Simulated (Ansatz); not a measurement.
**Boron, dhcp under r²SCAN: from relaxation to bulk modulus**

What does r²SCAN give for boron in the dhcp structure? We relax it, solve it on a dense k-mesh, then scale the cell to 7 volumes from 88 to 112 % of the relaxed one and try a fit of the equation of state. Spin polarisation is left out. The k-meshes are 17×17×5 for the relaxation; 28×28×3 for the dense run; 23×23×3 for the volumes.

Computed with Ansatz 0.2.0 (DFT r2SCAN, plane waves (500 eV) with PAW, scalar-relativistic; PBE-made PAW files, unless a step says otherwise).

## (1) The structure to begin with

It takes space group P6_3/mmc (No. 194, hexagonal). The conventional cell has a = 2.101 Å, b = 2.101 Å, c = 6.861 Å, α = 90.00°, β = 90.00°, γ = 120.00°. B (site symmetry -3m) has 12 B at 2.10 Å as nearest neighbours. B (site symmetry -6m2) is surrounded by 12 B at 2.10 Å.

Structure file:

```cif
data_structure
_symmetry_space_group_name_H-M 'P 1'
_symmetry_Int_Tables_number 1
_cell_length_a 2.1006
_cell_length_b 2.1006
_cell_length_c 6.8605
_cell_angle_alpha 90.000
_cell_angle_beta 90.000
_cell_angle_gamma 120.000
_cell_volume 26.22
loop_
_atom_site_label
_atom_site_type_symbol
_atom_site_fract_x
_atom_site_fract_y
_atom_site_fract_z
_atom_site_occupancy
B1 B 0.00000 0.00000 0.00000 1
B2 B 0.00000 0.00000 0.50000 1
B3 B 0.33333 0.66667 0.25000 1
B4 B 0.66667 0.33333 0.75000 1
```

## (2) Relaxing cell and atoms

input.yaml reads:

```yaml
crystal:
  lattice:
    - [2.1005919712, 0.0, 0.0]
    - [-1.0502959856, 1.81916601, 0.0]
    - [0.0, 0.0, 6.8605333778]
  atoms:
    - { symbol: B, position: [0.0, 0.0, 0.0] }
    - { symbol: B, position: [0.0, 0.0, 0.5] }
    - { symbol: B, position: [0.3333333333, 0.6666666667, 0.25] }
    - { symbol: B, position: [0.6666666667, 0.3333333333, 0.75] }
hamiltonian:
  xc: r2scan
  pseudopotentials:
    kind: paw
    azcp:
      B: "pseudopotentials/B.paw.azcp"
basis:
  ecutwfc: 500
  fft_grid_basis: typed
kpoints:
  mp_grid: { grid: [17, 17, 5], shift: [0, 0, 0] }
magnetization:
  spin_polarized: false
scf:
  occupations: { method: fermi_dirac, width: 0.1 }
relax:
  max_steps: 60
  f_tol: 0.01
  cell: {}
```

On the command line:

```console
$ ansatz run input.yaml --threads 1 --pin off --max-ram 3584MiB --backend cpu --events-out ev --progress --plain --runs-dir out
```

After this run come: Dense single point; At 88 % of the relaxed volume; At 92 % of the relaxed volume; At 96 % of the relaxed volume; At 100 % of the relaxed volume; At 104 % of the relaxed volume; At 108 % of the relaxed volume; At 112 % of the relaxed volume.

What does the calculation give? Wanted: space group; conventional cell; volume; shortest distance; gap on the mesh; relative to alpha-rhombohedral; V₀, B₀, B₀′.

**Answer**, as computed:

```
                            quantity                                    value
      space group (spins left aside)                       P6_3/mmc (No. 194)
                   conventional cell  a = 1.708 Å, c = 15.534 Å (c/a = 9.095)
                              volume                            9.810 Å³/atom
                   shortest distance                                  1.708 Å
                     gap on the mesh             none (levels filled in part)
relative to alpha-rhombohedral (B12)                            +751 meV/atom
                         V₀, B₀, B₀′              9.721 Å³/atom, 183 GPa, 3.7
```

What this shows: The relaxation enlarged the cell by 49.7 % in volume. Against the reference form of boron (alpha-rhombohedral (B12), computed apart with the same settings) it stands 751 meV/atom higher, so it is far from stable. No gap shows: it is a metal or semimetal at this level. The fitted modulus is 183 GPa; letting shape and positions relax at each volume could only lower it. The symmetry was held, so the structure may be unstable against distortions that break it.
